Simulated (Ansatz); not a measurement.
# CH3F3Ge: basis-set convergence

The task here is to estimate one member of a computed series from the others.

Program: Ansatz 0.2.0, Gaussian basis. Level of theory: one geometry, several basis sets. These are calculated values, not measurements.

The runs, in order: PBE0-D4/def2-SVP; ωB97M-V/def2-SVP; PBE0-D4/def2-QZVPP; ωB97M-V/def2-QZVPP; the functionals' def2-TZVPP values are taken from earlier runs.

## The relaxed structure

The geometry comes from an earlier relaxation with PBE0-D4 in a triple-zeta def2 set; it is a stationary point, not always the lowest conformer.

SMILES `[CH3][Ge]([F])([F])[F]`, 8 atoms, charge 0, spin multiplicity 1.

Atoms are counted from 1 here; the program's logs count them from 0.

Bond lengths: C1–Ge2 1.911 Å, C1–H6 1.089 Å, C1–H7 1.089 Å, C1–H8 1.089 Å, Ge2–F3 1.714 Å, Ge2–F4 1.714 Å, Ge2–F5 1.714 Å. Angles: Ge2–C1–H6 109.2°, Ge2–C1–H7 109.2°, Ge2–C1–H8 109.2°, H6–C1–H7 109.7°, H6–C1–H8 109.7°, H7–C1–H8 109.7°, C1–Ge2–F3 113.3°, C1–Ge2–F4 113.3°, C1–Ge2–F5 113.2°, F3–Ge2–F4 105.4°, F3–Ge2–F5 105.4°, F4–Ge2–F5 105.4°.

The first run:

Contents of in.yaml:

```yaml
crystal:
  periodic: [false, false, false]
  atoms:
    - {symbol: C, position_ang: [-0.880138, -0.212181, 0.556726]}
    - {symbol: Ge, position_ang: [0.705247, 0.152299, -0.445604]}
    - {symbol: F, position_ang: [2.102889, -0.598506, 0.202041]}
    - {symbol: F, position_ang: [0.614734, -0.378913, -2.072310]}
    - {symbol: F, position_ang: [1.082471, 1.821715, -0.531317]}
    - {symbol: H, position_ang: [-1.061361, -1.286407, 0.563375]}
    - {symbol: H, position_ang: [-0.748909, 0.144819, 1.577608]}
    - {symbol: H, position_ang: [-1.722836, 0.299974, 0.093681]}
basis:
  gaussian: {orbitals: def2-SVP}
hamiltonian: {xc: pbe0, dispersion: d4}
output: {orbitals: {seedname: orbitals}}
```

Launch:

```sh
ansatz run in.yaml --threads 4 --pin off --events-out ev --progress --plain --max-ram 10444MiB
```

Steps of the session up to this table: PBE0-D4 in def2-SVP; ωB97M-V in def2-SVP; PBE0-D4 in def2-QZVPP; ωB97M-V in def2-QZVPP.

One table of the session follows, with a row left open; its other results are not shown here.

It belongs to the step «Functionals by basis». 

```
functional       basis  HOMO (eV)  LUMO (eV)
   PBE0-D4    def2-SVP     -10.44       0.06
   PBE0-D4  def2-TZVPP     -10.52      -0.16
   PBE0-D4  def2-QZVPP     -10.56      -0.46
   ωB97M-V    def2-SVP     -12.70       2.00
   ωB97M-V  def2-TZVPP     -12.80       1.67
   ωB97M-V  def2-QZVPP          ?          ?
```

Estimate the missing values for ωB97M-V, def2-QZVPP.

**Answer.** HOMO (eV): -12.84; LUMO (eV): 1.03. In the column «HOMO (eV)» it is the lowest.
